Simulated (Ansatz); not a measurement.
The system is Ga3Se.

```
Se Ga
1.0
     4.43246    0.00000    0.00000
     0.00000    4.43246    0.00000
     0.00000    0.00000    4.43246
Se Ga
1 3
Direct
  0.00000 0.00000 0.00000
  0.50000 0.50000 0.00000
  0.50000 0.00000 0.50000
  0.00000 0.50000 0.50000
```

The cell comes from a database or a generator and needn't be the stable form of this composition.

* Program: Ansatz 0.2.0
* Task: single point
* Functional: PBEsol
* Potentials or basis: all-electron LAPW, scalar-relativistic
* Cutoff: 173 eV (chosen from the basis error)
* Basis error allowed: 0.001 eV/atom
* k mesh: 6 × 6 × 6
* Occupations: fermi-dirac, width 0.05 eV
* Spin: no spin polarisation

On this cell: pressure -3.6 GPa; largest force zero by symmetry; band gap on the k mesh none (metal or under the smearing width).

The same run follows on a disturbed copy (atoms moved at random, drawn with an rms of 0.05 Å):

```
Se Ga
1.0
     4.43246    0.00000    0.00000
     0.00000    4.43246    0.00000
     0.00000    0.00000    4.43246
Se Ga
1 3
Direct
  0.00095 0.00236 0.00273
  0.51229 0.49150 0.99960
  0.50638 0.00118 0.49701
  0.00502 0.49849 0.49096
```

What does the disturbed cell give?

The energy (extrapolated to zero smearing) moves by +0.7 meV/atom; pressure -3.6 GPa; largest force 0.070 eV/Å; band gap on the k mesh none (metal or under the smearing width).

Forces on the atoms (eV/Å):
```
Se   0.014 -0.018 -0.017
Ga  -0.032  0.038 -0.049
Ga  -0.023 -0.048  0.029
Ga   0.041  0.028  0.037
```
